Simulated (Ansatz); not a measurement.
# Sr2PbSe3: the band gap up the ladder of functionals

The task here is to estimate one member of a computed series from the others.

The runs shown are made with Ansatz 0.2.0. PAW datasets, plane waves. No spin polarisation. The prototype was imposed, so other structures may be more stable.

**The cell**

The cell was relaxed beforehand with r2SCAN.

Space group P-3m1 (No. 164), trigonal; conventional cell a = 4.418 Å, c = 10.834 Å, 30.52 Å³ an atom. Near Pb stand 6 Se at 3.12 Å; near Sr stand 6 Se at 3.12–3.13 Å; near Se stand 3 Sr at 3.12 Å and 3 Pb at 3.12 Å; near Se stand 6 Sr at 3.13 Å.

Structure file:

```cif
data_structure
_symmetry_space_group_name_H-M 'P-3m1'
_symmetry_Int_Tables_number 164
_cell_length_a 4.4182
_cell_length_b 4.4182
_cell_length_c 10.8337
_cell_angle_alpha 90.000
_cell_angle_beta 90.000
_cell_angle_gamma 120.000
_cell_volume 183.15
loop_
_atom_site_label
_atom_site_type_symbol
_atom_site_symmetry_multiplicity
_atom_site_Wyckoff_symbol
_atom_site_fract_x
_atom_site_fract_y
_atom_site_fract_z
_atom_site_occupancy
Pb1 Pb 1 a 0.00000 0.00000 0.00000 1
Sr1 Sr 2 d 0.66667 0.33333 0.66777 1
Se1 Se 2 d 0.33333 0.66667 0.83369 1
Se2 Se 1 b 0.00000 0.00000 0.50000 1
```

Set-up of the first run:

Input file input.yaml:

```yaml
crystal:
  lattice:
    - [4.4182212105, 0.0, 0.0]
    - [-2.2091106053, 3.8262918079, 0.0]
    - [0.0, 0.0, 10.8337387908]
  atoms:
    - { symbol: Pb, position: [0.0, 0.0, 0.0] }
    - { symbol: Sr, position: [0.6666666667, 0.3333333333, 0.6677703374] }
    - { symbol: Sr, position: [0.3333333333, 0.6666666667, 0.3322296626] }
    - { symbol: Se, position: [0.3333333333, 0.6666666667, 0.8336907146] }
    - { symbol: Se, position: [0.0, 0.0, 0.5] }
    - { symbol: Se, position: [0.6666666667, 0.3333333333, 0.1663092854] }
kpoints:
  mp_grid: { grid: [6, 6, 2] }
  band_path:
    path:
      - [[0.0, 0.0, 0.0], [0.5, 2.171955257216e-17, 8.266387401021e-33], [0.3333333333333, 0.3333333333333, 1.771535945477e-32], [0.0, 0.0, 0.0], [9.852635336179e-51, -2.050817666412e-49, 0.5], [0.5, 2.171955257216e-17, 0.5], [0.3333333333333, 0.3333333333333, 0.5], [9.852635336179e-51, -2.050817666412e-49, 0.5]]
      - [[0.5, 2.171955257216e-17, 0.5], [0.5, 2.171955257216e-17, 8.266387401021e-33]]
      - [[0.3333333333333, 0.3333333333333, 0.5], [0.3333333333333, 0.3333333333333, 1.771535945477e-32]]
    npoints: 10
hamiltonian:
  xc: pbe
scf:
  occupations: { method: fermi_dirac, width: 0.02 }
  n_extra_bands: 5
output:
  forces: true
  stress: true
  eigenvalues: true
```

The run is started by

```console
> ansatz run input.yaml --threads 4 --pin off --max-ram 5529MiB --backend cpu --events-out ev --progress --plain --runs-dir out
```

Among the steps run: PBE bands along the symmetry lines; r2SCAN at the same geometry; Single point with HSE06; Single point with PBE+SOC; PBE0.

One of the session's tables, all rows but one given; the rest of the session is left out.

| level | gap (eV) |
| --- | --- |
| PBE | 1.68 |
| r2SCAN | 2.12 |
| HSE06 | ? |
| PBE+SOC | 1.29 |
| PBE0 | 2.98 |

Estimate the missing values for HSE06.

**Answer.** gap (eV): 2.36. In the column «gap (eV)» it lies between r2SCAN (2.12) and PBE0 (2.98).

What this shows: PBE+SOC gives the least gap, 1.29 eV, and PBE0 the largest, 2.98 eV. PBE reaches 71 % of the HSE06 value, and r2SCAN 90 %. PBE0 lies 0.62 eV above HSE06, which differs from it by screening the long-range exchange.

Caveats from the session: Warnings in the runs' records: stress scf threshold loose, stress exchange threshold loose.
